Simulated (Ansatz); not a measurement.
Born–Oppenheimer molecular dynamics of a periodic cell of 13 atoms, Te8HPd4 (host Te2Pd, host structure P-3m1, interstitial H). It starts from a relaxed structure.

The calculation used Ansatz 0.2.0, DFT PBEsol, scalar-relativistic, plane waves, PAW. Settings: cutoff 420 eV, k mesh 3x3x2, fermi-dirac smearing 0.05 eV, no spin polarisation.

```
ensemble        : NVT, Langevin thermostat
time step       : 0.5 fs
steps asked     : 300
set temperature : 1500 K
friction        : 0.01 /fs
seed            : 170118
```

Frames 1 fs apart, positions in Å.

Velocities at 0 fs (Å/ps):

```
Te -1.59 4.11 1.15
Te 0.81 -3.67 1.92
Pd 0.32 6.59 -3.24
Te -4.16 2.70 2.36
Te 0.82 -0.94 -2.27
Pd 1.90 0.47 6.49
Te 0.88 0.30 -4.79
Te 1.37 -3.12 -0.88
Pd -5.13 -3.11 -2.15
Te -1.83 -4.33 0.70
Te 2.86 2.47 -1.90
Pd 4.17 -0.48 3.93
H -25.65 -51.86 -60.08
```

```xyz
13
Lattice="-2.0120 3.4849 5.1130 4.0240 0.0000 5.1130 4.0240 6.9698 0.0000" Properties=species:S:1:pos:R:3 time_fs=0 energy_less_start_eV=0.000 T=1385
Te 3.937 2.317 6.389
Te 1.959 1.116 3.675
Pd -0.080 -0.027 -0.048
Te 5.969 5.787 6.418
Te 4.233 4.780 3.527
Pd 1.957 3.465 -0.079
Te 1.925 5.729 6.363
Te -0.091 4.617 3.696
Pd 1.878 3.403 5.043
Te 3.919 9.222 6.407
Te 1.972 8.112 3.698
Pd 3.959 6.929 5.040
H 2.662 3.739 3.614
13
Lattice="-2.0120 3.4849 5.1130 4.0240 0.0000 5.1130 4.0240 6.9698 0.0000" Properties=species:S:1:pos:R:3 time_fs=1 energy_less_start_eV=0.011 T=1447
Te 3.935 2.321 6.390
Te 1.960 1.113 3.677
Pd -0.080 -0.020 -0.051
Te 5.964 5.790 6.420
Te 4.234 4.779 3.525
Pd 1.959 3.466 -0.072
Te 1.926 5.729 6.358
Te -0.090 4.614 3.695
Pd 1.873 3.400 5.041
Te 3.917 9.217 6.407
Te 1.975 8.114 3.696
Pd 3.963 6.928 5.043
H 2.636 3.687 3.552
13
Lattice="-2.0120 3.4849 5.1130 4.0240 0.0000 5.1130 4.0240 6.9698 0.0000" Properties=species:S:1:pos:R:3 time_fs=2 energy_less_start_eV=0.044 T=1446
Te 3.934 2.326 6.392
Te 1.960 1.109 3.678
Pd -0.079 -0.013 -0.054
Te 5.959 5.792 6.422
Te 4.234 4.778 3.522
Pd 1.961 3.465 -0.065
Te 1.927 5.730 6.353
Te -0.088 4.611 3.694
Pd 1.868 3.395 5.038
Te 3.915 9.213 6.409
Te 1.978 8.117 3.695
Pd 3.967 6.927 5.046
H 2.621 3.638 3.492
13
Lattice="-2.0120 3.4849 5.1130 4.0240 0.0000 5.1130 4.0240 6.9698 0.0000" Properties=species:S:1:pos:R:3 time_fs=3 energy_less_start_eV=0.092 T=1324
Te 3.933 2.331 6.394
Te 1.961 1.106 3.679
Pd -0.077 -0.006 -0.057
Te 5.954 5.795 6.424
Te 4.233 4.777 3.521
Pd 1.962 3.464 -0.059
Te 1.928 5.730 6.349
Te -0.087 4.607 3.693
Pd 1.863 3.391 5.035
Te 3.912 9.209 6.409
Te 1.982 8.120 3.693
Pd 3.971 6.927 5.050
H 2.609 3.587 3.437
13
Lattice="-2.0120 3.4849 5.1130 4.0240 0.0000 5.1130 4.0240 6.9698 0.0000" Properties=species:S:1:pos:R:3 time_fs=4 energy_less_start_eV=0.144 T=1360
Te 3.932 2.336 6.395
Te 1.961 1.103 3.680
Pd -0.076 0.000 -0.060
Te 5.949 5.797 6.426
Te 4.233 4.776 3.519
Pd 1.964 3.463 -0.052
Te 1.929 5.731 6.345
Te -0.085 4.604 3.691
Pd 1.859 3.388 5.033
Te 3.909 9.204 6.410
Te 1.985 8.123 3.691
Pd 3.975 6.927 5.053
H 2.603 3.538 3.393
13
Lattice="-2.0120 3.4849 5.1130 4.0240 0.0000 5.1130 4.0240 6.9698 0.0000" Properties=species:S:1:pos:R:3 time_fs=5 energy_less_start_eV=0.198 T=1374
Te 3.930 2.341 6.397
Te 1.961 1.099 3.681
Pd -0.074 0.006 -0.063
Te 5.943 5.800 6.428
Te 4.233 4.775 3.517
Pd 1.966 3.462 -0.045
Te 1.931 5.732 6.341
Te -0.084 4.601 3.689
Pd 1.855 3.384 5.031
Te 3.907 9.200 6.410
Te 1.989 8.125 3.689
Pd 3.980 6.926 5.057
H 2.602 3.494 3.357
13
Lattice="-2.0120 3.4849 5.1130 4.0240 0.0000 5.1130 4.0240 6.9698 0.0000" Properties=species:S:1:pos:R:3 time_fs=6 energy_less_start_eV=0.249 T=1310
Te 3.929 2.346 6.398
Te 1.961 1.096 3.682
Pd -0.072 0.013 -0.066
Te 5.938 5.802 6.431
Te 4.233 4.775 3.515
Pd 1.968 3.462 -0.038
Te 1.932 5.732 6.338
Te -0.083 4.598 3.687
Pd 1.851 3.380 5.028
Te 3.904 9.194 6.411
Te 1.993 8.127 3.686
Pd 3.985 6.925 5.061
H 2.600 3.458 3.329
13
Lattice="-2.0120 3.4849 5.1130 4.0240 0.0000 5.1130 4.0240 6.9698 0.0000" Properties=species:S:1:pos:R:3 time_fs=7 energy_less_start_eV=0.291 T=1349
Te 3.928 2.350 6.400
Te 1.960 1.093 3.682
Pd -0.071 0.020 -0.068
Te 5.932 5.804 6.433
Te 4.232 4.774 3.513
Pd 1.970 3.461 -0.033
Te 1.933 5.732 6.335
Te -0.082 4.595 3.685
Pd 1.847 3.376 5.024
Te 3.901 9.188 6.412
Te 1.997 8.130 3.684
Pd 3.990 6.924 5.064
H 2.595 3.432 3.312
13
Lattice="-2.0120 3.4849 5.1130 4.0240 0.0000 5.1130 4.0240 6.9698 0.0000" Properties=species:S:1:pos:R:3 time_fs=8 energy_less_start_eV=0.325 T=1251
Te 3.927 2.355 6.401
Te 1.959 1.090 3.683
Pd -0.071 0.026 -0.071
Te 5.926 5.807 6.436
Te 4.232 4.773 3.511
Pd 1.973 3.461 -0.028
Te 1.933 5.731 6.331
Te -0.081 4.592 3.684
Pd 1.843 3.372 5.020
Te 3.899 9.182 6.413
Te 2.002 8.132 3.683
Pd 3.995 6.922 5.069
H 2.595 3.408 3.304
13
Lattice="-2.0120 3.4849 5.1130 4.0240 0.0000 5.1130 4.0240 6.9698 0.0000" Properties=species:S:1:pos:R:3 time_fs=9 energy_less_start_eV=0.352 T=1152
Te 3.926 2.359 6.402
Te 1.958 1.087 3.682
Pd -0.070 0.031 -0.074
Te 5.920 5.810 6.438
Te 4.232 4.772 3.509
Pd 1.976 3.460 -0.024
Te 1.934 5.730 6.328
Te -0.080 4.589 3.683
Pd 1.839 3.368 5.017
Te 3.898 9.177 6.414
Te 2.006 8.135 3.681
Pd 3.999 6.920 5.073
H 2.603 3.385 3.304
13
Lattice="-2.0120 3.4849 5.1130 4.0240 0.0000 5.1130 4.0240 6.9698 0.0000" Properties=species:S:1:pos:R:3 time_fs=10 energy_less_start_eV=0.373 T=1158
Te 3.924 2.363 6.404
Te 1.957 1.085 3.682
Pd -0.069 0.036 -0.076
Te 5.915 5.813 6.440
Te 4.232 4.771 3.508
Pd 1.979 3.459 -0.020
Te 1.933 5.728 6.325
Te -0.079 4.586 3.683
Pd 1.835 3.363 5.013
Te 3.897 9.171 6.415
Te 2.010 8.138 3.678
Pd 4.004 6.918 5.078
H 2.621 3.366 3.312
13
Lattice="-2.0120 3.4849 5.1130 4.0240 0.0000 5.1130 4.0240 6.9698 0.0000" Properties=species:S:1:pos:R:3 time_fs=11 energy_less_start_eV=0.390 T=1150
Te 3.923 2.366 6.406
Te 1.956 1.082 3.682
Pd -0.069 0.041 -0.078
Te 5.909 5.815 6.442
Te 4.233 4.769 3.507
Pd 1.982 3.459 -0.015
Te 1.933 5.726 6.322
Te -0.078 4.582 3.682
Pd 1.831 3.359 5.011
Te 3.895 9.165 6.417
Te 2.014 8.140 3.677
Pd 4.009 6.917 5.082
H 2.636 3.346 3.328
```

Of the whole run (150 fs, mean temperature of the second half 1121 K): The mean temperature of the second half is 25 % below the set value. A run of 0.15 ps of so small a system gives no equilibrium averages. Limits of this set-up: coarse k mesh, odd electron count without spin, a small cell, in which the defect meets its images.

Run time: 17 min on 4 threads of Intel(R) Xeon(R) Platinum 8375C CPU @ 2.90GHz (Ice Lake), with other jobs on the host, peak memory 1.5 GiB.
